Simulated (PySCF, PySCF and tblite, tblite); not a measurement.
# C7H14OSi: conformers and averaged spectra

Aim: find the conformers of C7H14OSi (`C[Si](C)(C)C1=CCCO1`), weigh them, and average their properties.

Computed with tblite 0.8.0 (tight binding) and PySCF 2.14.0 (DFT, with response routines of our own); each step states its level. Atoms count from 0 throughout.

## 1. The molecule as given

23 atoms, charge 0, multiplicity 1; geometry from: MMFF94s geometry.

Bonds of the start (Å): C0–H10 1.11, C0–H11 1.09, C0–H9 1.10, C0–Si1 1.88, C2–H12 1.10, C2–H13 1.10, C2–H14 1.10, C3–H15 1.09, C3–H16 1.09, C3–H17 1.08, C4–C5 1.32, C4–O8 1.40, C5–C6 1.49, C5–H18 1.09, C6–C7 1.51, C6–H19 1.10, C6–H20 1.09, C7–H21 1.09, C7–H22 1.09, C7–O8 1.44, Si1–C2 1.87, Si1–C3 1.87, Si1–C4 1.86.

## 2. GFN2-xTB relaxation, conformer 1

What the job is given:

```
{"job": {"xc": "GFN2-xTB", "basis": "xTB", "kind": "relax"}, "charge": 0, "multiplicity": 1}
C     -1.962000    -1.105400     1.013200
Si    -1.134100     0.202800    -0.059200
C     -1.489000     1.896800     0.658200
C     -1.811900     0.102400    -1.804100
C      0.699300    -0.090900    -0.046200
C      1.494900    -0.145900     1.009200
C      2.896700    -0.341600     0.559300
C      2.695700    -0.648700    -0.909300
O      1.363000    -0.238300    -1.275400
H     -1.616400    -1.052400     2.050900
H     -3.057000    -0.952400     1.018800
H     -1.771700    -2.109700     0.630900
H     -1.136300     1.984400     1.692300
H     -2.571800     2.087300     0.658000
H     -1.021600     2.688000     0.056800
H     -1.619200    -0.889100    -2.217600
H     -2.891500     0.264200    -1.793000
H     -1.350500     0.845200    -2.437600
H      1.204500    -0.029100     2.051200
H      3.485500     0.571500     0.711900
H      3.394400    -1.161700     1.082900
H      3.414800    -0.129200    -1.543700
H      2.779500    -1.721300    -1.097600
```

Command:

```bash
OMP_NUM_THREADS=1 python ens_run.py task.json out
```

This one command runs the whole study; its stages follow in the order run.

The log of the run:

```text
step      E/eV     max force
  0    -758.52778    1.510
  1    -758.59659    0.549
  2    -758.61119    0.453
  3    -758.62281    0.246
  4    -758.64301    0.239
  5    -758.65117    0.253
  6    -758.66025    0.221
  7    -758.66492    0.148
  8    -758.66747    0.120
  9    -758.66903    0.118
 10    -758.67072    0.109
 11    -758.67224    0.091
 12    -758.67342    0.083
 13    -758.67441    0.076
 14    -758.67549    0.083
 15    -758.67661    0.107
 16    -758.67758    0.089
 17    -758.67839    0.072
 18    -758.67923    0.069
 19    -758.68033    0.094
 20    -758.68170    0.128
 21    -758.68310    0.107
 22    -758.68427    0.071
 23    -758.68521    0.073
 24    -758.68598    0.082
 25    -758.68663    0.083
 26    -758.68727    0.056
 27    -758.68806    0.065
 28    -758.68910    0.070
 29    -758.69027    0.099
 30    -758.69117    0.074
 31    -758.69167    0.050
 32    -758.69207    0.045
 33    -758.69265    0.080
 34    -758.69341    0.104
 35    -758.69411    0.077
 36    -758.69452    0.041
 37    -758.69474    0.031
 38    -758.69474    0.031
 39    -758.69482    0.025
 40    -758.69498    0.018
 41    -758.69501    0.016
 42    -758.69505    0.014
 43    -758.69508    0.012
 44    -758.69511    0.018
 45    -758.69514    0.015
 46    -758.69518    0.018
 47    -758.69521    0.019
 48    -758.69524    0.020
 49    -758.69529    0.026
 50    -758.69535    0.020
 51    -758.69539    0.013
 52    -758.69542    0.012
 53    -758.69545    0.013
 54    -758.69547    0.012
 55    -758.69550    0.010
 56    -758.69552    0.009
 57    -758.69553    0.010
 58    -758.69555    0.010
 59    -758.69556    0.011
 60    -758.69557    0.010
 61    -758.69558    0.009
 62    -758.69560    0.012
 63    -758.69561    0.009
 64    -758.69563    0.008
 65    -758.69564    0.010
 66    -758.69566    0.010
 67    -758.69567    0.008
 68    -758.69568    0.007
 69    -758.69568    0.006
 70    -758.69569    0.005
 71    -758.69569    0.004
 72    -758.69570    0.005
 73    -758.69570    0.006
 74    -758.69571    0.007
 75    -758.69571    0.006
 76    -758.69572    0.004
 77    -758.69572    0.005
 78    -758.69572    0.008
 79    -758.69573    0.010
 80    -758.69574    0.008
 81    -758.69575    0.005
 82    -758.69575    0.005
 83    -758.69576    0.009
 84    -758.69577    0.011
 85    -758.69578    0.010
 86    -758.69579    0.006
 87    -758.69580    0.006
 88    -758.69580    0.005
 89    -758.69580    0.005
 90    -758.69581    0.006
 91    -758.69581    0.004
 92    -758.69581    0.006
 93    -758.69582    0.006
 94    -758.69582    0.005
 95    -758.69582    0.005
 96    -758.69583    0.006
 97    -758.69583    0.008
 98    -758.69583    0.007
 99    -758.69584    0.003
```

Wall time 1.3 s (1 thread of AMD EPYC 7B13, shared host).

Relaxing gained 0.168 eV and moved the atoms by 0.14 Å on average (rms).

## 3. Shieldings, conformer 1: KT3/pcSseg-1 in benzene

What the job is given:

```
{"job": {"xc": "KT3", "basis": "pcSseg-1", "solvent": "benzene", "kind": "nmr", "pop": true}, "charge": 0, "multiplicity": 1}
C     -2.042288    -1.125159     1.042192
Si    -1.177821     0.196174    -0.032232
C     -1.531554     1.929932     0.685283
C     -1.761770     0.081751    -1.839808
C      0.691649    -0.108643     0.022345
C      1.555914    -0.047598     1.032371
C      2.940326    -0.389481     0.554642
C      2.680672    -0.645236    -0.940660
O      1.283187    -0.459834    -1.165656
H     -1.690602    -1.088809     2.068842
H     -3.117639    -0.976107     1.057590
H     -1.854510    -2.126707     0.667002
H     -1.168371     2.016586     1.704686
H     -2.596911     2.138307     0.697774
H     -1.051485     2.708360     0.099972
H     -1.529201    -0.891091    -2.261280
H     -2.833779     0.234323    -1.924283
H     -1.269816     0.826928    -2.457186
H      1.328305     0.203133     2.048821
H      3.641722     0.432513     0.716017
H      3.336889    -1.273170     1.060587
H      3.222695     0.055878    -1.583974
H      2.939633    -1.665065    -1.242966
```

The log of the run:

```text
coarse grid: 18992 points
cycle   1  E = -647.4006787583  dE =  7.350e-01  |g| = 8.943e-01  |ddm| = 4.327e+00
cycle   2  E = -647.1081075566  dE =  2.926e-01  |g| = 1.438e+00  |ddm| = 2.144e+00
cycle   3  E = -647.5709267502  dE = -4.628e-01  |g| = 3.393e-01  |ddm| = 1.519e+00
cycle   4  E = -647.5954772711  dE = -2.455e-02  |g| = 8.786e-02  |ddm| = 3.494e-01
cycle   5  E = -647.5966985078  dE = -1.221e-03  |g| = 5.146e-02  |ddm| = 1.169e-01
cycle   6  E = -647.5973918558  dE = -6.933e-04  |g| = 1.011e-02  |ddm| = 5.480e-02
cycle   7  E = -647.5974164470  dE = -2.459e-05  |g| = 1.155e-03  |ddm| = 9.346e-03
cycle   8  E = -647.5974166696  dE = -2.226e-07  |g| = 5.642e-04  |ddm| = 1.559e-03
final grid: 176800 points
cycle   9  E = -647.6496921058  dE = -2.568e-04  |g| = 2.017e-02  |ddm| = 6.556e-02
cycle  10  E = -647.6495033932  dE =  1.887e-04  |g| = 3.625e-02  |ddm| = 3.895e-02
cycle  11  E = -647.6497367216  dE = -2.333e-04  |g| = 8.236e-03  |ddm| = 3.246e-02
cycle  12  E = -647.6497508498  dE = -1.413e-05  |g| = 2.793e-03  |ddm| = 9.838e-03
cycle  13  E = -647.6497528759  dE = -2.026e-06  |g| = 5.191e-04  |ddm| = 2.625e-03
cycle  14  E = -647.6497529448  dE = -6.889e-08  |g| = 8.885e-05  |ddm| = 5.578e-04
cycle  15  E = -647.6497529464  dE = -1.567e-09  |g| = 3.155e-05  |ddm| = 1.172e-04
cycle  16  E = -647.6497529467  dE = -2.874e-10  |g| = 5.634e-06  |ddm| = 4.327e-05
converged SCF energy = -647.6497529467

GIAO shielding tensors (ppm)
atom      isotropic    diamagn.    paramagn.     s11        s22        s33       span
  0 C      183.877     253.668     -69.790    177.793    183.243    190.596     12.804
  1 Si     373.581     885.618    -512.037    351.690    376.422    392.630     40.940
  2 C      184.256     253.764     -69.508    178.744    183.355    190.669     11.925
  3 C      187.511     253.780     -66.269    185.415    185.994    191.126      5.711
  4 C       29.197     261.157    -231.961    -58.909     54.168     92.332    151.241
  5 C       81.715     257.468    -175.753    -12.619    120.694    137.070    149.690
  6 C      148.517     255.754    -107.237    123.857    154.265    167.429     43.572
  7 C      113.265     244.351    -131.087     73.146    100.062    166.587     93.441
  8 O      182.204     402.686    -220.482    125.341    163.653    257.618    132.277
  9 H       31.647      32.778      -1.131     27.565     29.641     37.734     10.168
 10 H       31.735      30.156       1.578     27.605     29.007     38.593     10.988
 11 H       31.590      32.421      -0.831     27.561     29.253     37.957     10.396
 12 H       31.622      32.880      -1.257     27.520     29.646     37.701     10.181
 13 H       31.738      30.176       1.562     27.586     29.029     38.599     11.013
 14 H       31.625      32.455      -0.830     27.659     29.164     38.052     10.393
 15 H       31.487      32.552      -1.065     27.339     29.224     37.898     10.559
 16 H       31.816      30.029       1.787     27.546     29.222     38.682     11.136
 17 H       31.554      32.492      -0.937     27.568     29.091     38.004     10.436
 18 H       26.623      36.320      -9.697     24.457     25.211     30.200      5.743
 19 H       28.790      29.964      -1.173     24.912     26.285     35.174     10.262
 20 H       28.784      30.019      -1.235     24.868     26.278     35.205     10.337
 21 H       27.282      29.054      -1.771     22.531     26.581     32.736     10.205
 22 H       27.259      29.021      -1.761     22.601     26.522     32.655     10.053
```

Run time: 41 s. Hardware: 1 thread of AMD EPYC 7B13, shared host; peak memory 1.1 GiB.

Key values: HOMO -4.81 eV, LUMO -0.44 eV; dipole 0.93 D.

## 4. Single-point energy, conformer 1: PBE0/def2-SVP in benzene

Changed since step 3:

```diff
@@ -1,2 +1,2 @@
-{"job": {"xc": "KT3", "basis": "pcSseg-1", "solvent": "benzene", "kind": "nmr", "pop": true}, "charge": 0, "multiplicity": 1}
+{"job": {"xc": "PBE0", "basis": "def2-SVP", "solvent": "benzene", "kind": "sp"}, "charge": 0, "multiplicity": 1}
 C     -2.042288    -1.125159     1.042192
```

The log of the run:

```text
coarse grid: 18992 points
cycle   1  E = -638.8203815542  dE =  8.632e-01  |g| = 6.560e-01  |ddm| = 4.790e+00
cycle   2  E = -638.7837554178  dE =  3.663e-02  |g| = 7.952e-01  |ddm| = 1.326e+00
cycle   3  E = -638.9187888007  dE = -1.350e-01  |g| = 1.325e-01  |ddm| = 7.481e-01
cycle   4  E = -638.9220283257  dE = -3.240e-03  |g| = 4.200e-02  |ddm| = 1.410e-01
cycle   5  E = -638.9223919490  dE = -3.636e-04  |g| = 1.528e-02  |ddm| = 5.192e-02
cycle   6  E = -638.9224487615  dE = -5.681e-05  |g| = 4.295e-03  |ddm| = 1.864e-02
cycle   7  E = -638.9224531682  dE = -4.407e-06  |g| = 3.292e-04  |ddm| = 4.246e-03
final grid: 176800 points
cycle   8  E = -639.0164073446  dE = -3.472e-05  |g| = 1.213e-02  |ddm| = 3.614e-02
cycle   9  E = -639.0163780763  dE =  2.927e-05  |g| = 1.725e-02  |ddm| = 2.292e-02
cycle  10  E = -639.0164392147  dE = -6.114e-05  |g| = 2.479e-03  |ddm| = 1.434e-02
cycle  11  E = -639.0164406705  dE = -1.456e-06  |g| = 2.614e-04  |ddm| = 2.619e-03
cycle  12  E = -639.0164406827  dE = -1.226e-08  |g| = 1.426e-04  |ddm| = 3.511e-04
cycle  13  E = -639.0164406875  dE = -4.799e-09  |g| = 2.209e-05  |ddm| = 1.395e-04
cycle  14  E = -639.0164406877  dE = -1.169e-10  |g| = 7.440e-06  |ddm| = 3.415e-05
converged SCF energy = -639.0164406877
```

Wall time 18 s (1 thread of AMD EPYC 7B13, shared host); peak memory 0.92 GiB.

In short: HOMO -5.86 eV, LUMO 0.57 eV; dipole 0.97 D.

## 5. The ensemble: properties at KT3/pcSseg-1 in benzene

What the job is given:

```
{"job": {"study": "conf", "smiles": "C[Si](C)(C)C1=CCCO1", "search": {"seed": 1975, "n_embed": 60, "ff_keep": 14, "window": 3.0, "nmax": 6, "temps": [200, 250, 298.15, 350, 400], "t_ref": 298.15, "order": 0.0005}, "level": {"nmr": {"xc": "KT3", "basis": "pcSseg-1", "solvent": "benzene"}, "sp": {"xc": "PBE0", "basis": "def2-SVP", "solvent": "benzene"}}, "kind": "conf"}, "charge": 0, "multiplicity": 1}
C     -2.042288    -1.125159     1.042192
Si    -1.177821     0.196174    -0.032232
C     -1.531554     1.929932     0.685283
C     -1.761770     0.081751    -1.839808
C      0.691649    -0.108643     0.022345
C      1.555914    -0.047598     1.032371
C      2.940326    -0.389481     0.554642
C      2.680672    -0.645236    -0.940660
O      1.283187    -0.459834    -1.165656
H     -1.690602    -1.088809     2.068842
H     -3.117639    -0.976107     1.057590
H     -1.854510    -2.126707     0.667002
H     -1.168371     2.016586     1.704686
H     -2.596911     2.138307     0.697774
H     -1.051485     2.708360     0.099972
H     -1.529201    -0.891091    -2.261280
H     -2.833779     0.234323    -1.924283
H     -1.269816     0.826928    -2.457186
H      1.328305     0.203133     2.048821
H      3.641722     0.432513     0.716017
H      3.336889    -1.273170     1.060587
H      3.222695     0.055878    -1.583974
H      2.939633    -1.665065    -1.242966
```

The log of the run:

```text
conformer  sym    E(xTB)   E(DFT)   G(298.15 K)  weight  dipole/D
    1     C1      0.000    0.000    0.000   1.0000    0.975

mean shielding (ppm) by class
class atoms           200 K      250 K   298.15 K      350 K      400 K
  0 C  0,2,3        185.215    185.215    185.215    185.215    185.215
  1 Si 1            373.581    373.581    373.581    373.581    373.581
  2 C  4             29.197     29.197     29.197     29.197     29.197
  3 C  5             81.715     81.715     81.715     81.715     81.715
  4 C  6            148.517    148.517    148.517    148.517    148.517
  5 C  7            113.265    113.265    113.265    113.265    113.265
  6 O  8            182.204    182.204    182.204    182.204    182.204
  7 H  9,10,11       31.646     31.646     31.646     31.646     31.646
  8 H  18            26.623     26.623     26.623     26.623     26.623
  9 H  19,20         28.787     28.787     28.787     28.787     28.787
 10 H  21,22         27.271     27.271     27.271     27.271     27.271
```

Wall time 63 s (1 thread of AMD EPYC 7B13, shared host). This counts the runs that the step sums up.

The search (ETKDG and KDG, MMFF94s, GFN2-xTB) embedded 60 structures, kept 1 distinct ones after the force field and 1 after xTB; 1 was carried on (window 3.0 kcal/mol at the search's own energies). Energies: PBE0/def2-SVP in benzene with D3(BJ).

Conformer by conformer (298 K):

```csv
no.,group,mirror pair,ΔE xTB,ΔE DFT,ΔG,weight (%),μ (D),C0–Si1–C4–O8 (°),"A, B, C (GHz)"
1,C1,no,0.00,0.00,0.00,100.0,0.97,115,"2.21, 0.86, 0.79"
```

Energies in kcal/mol. ΔG holds xTB vibrations and rotation, symmetry numbers and mirror pairs.

Shifts against references run at the same level (13C TMS 185.1, 1H TMS 31.75, 29Si TMS 361.6 ppm of shielding), by class of atoms, at 298 K:

```csv
atoms,environment,average
C4,alkene carbon bearing oxygen,155.9
C5,β carbon of an enol-ether or enamine type C=C,103.4
C7,sp3 CH2 bonded to O,71.8
C6,allylic sp3 CH2,36.6
"C0, C2, C3",methyl carbon bonded to Si,-0.1
H18,hydrogen on a β carbon of an enol-ether or enamine type C=C,5.13
"H21, H22",hydrogen on an sp3 CH2 bonded to O,4.48
"H19, H20",hydrogen on an allylic sp3 CH2,2.96
"H9, H10, H11 and 6 more",hydrogen on a methyl carbon bonded to Si,0.11
Si1,silicon bonded to 4 C,-12.0
O8,ether oxygen,182.2 (σ)
```

Effective distances for nuclear Overhauser effects, ⟨r⁻⁶⟩^(−1/6) over all pairs of two classes (Å): H19···H21 2.56; H18···H19 2.68; H9···H18 3.87.

## 6. Summary of results

```
                                      quantity                                                 value
                                    conformers  1; the first in weight is no. 1 (C1), 100 % at 298 K
                       root-mean-square dipole                                                0.97 D
 averaged 13C shifts (KT3/pcSseg-1 in benzene)                    155.9, 103.4, 71.8, 36.6, -0.1 ppm
  averaged 1H shifts (KT3/pcSseg-1 in benzene)                            5.13, 4.48, 2.96, 0.11 ppm
averaged 29Si shifts (KT3/pcSseg-1 in benzene)                                             -12.0 ppm
```

What this shows: The search found one conformer in the window, so the averages are its own values.
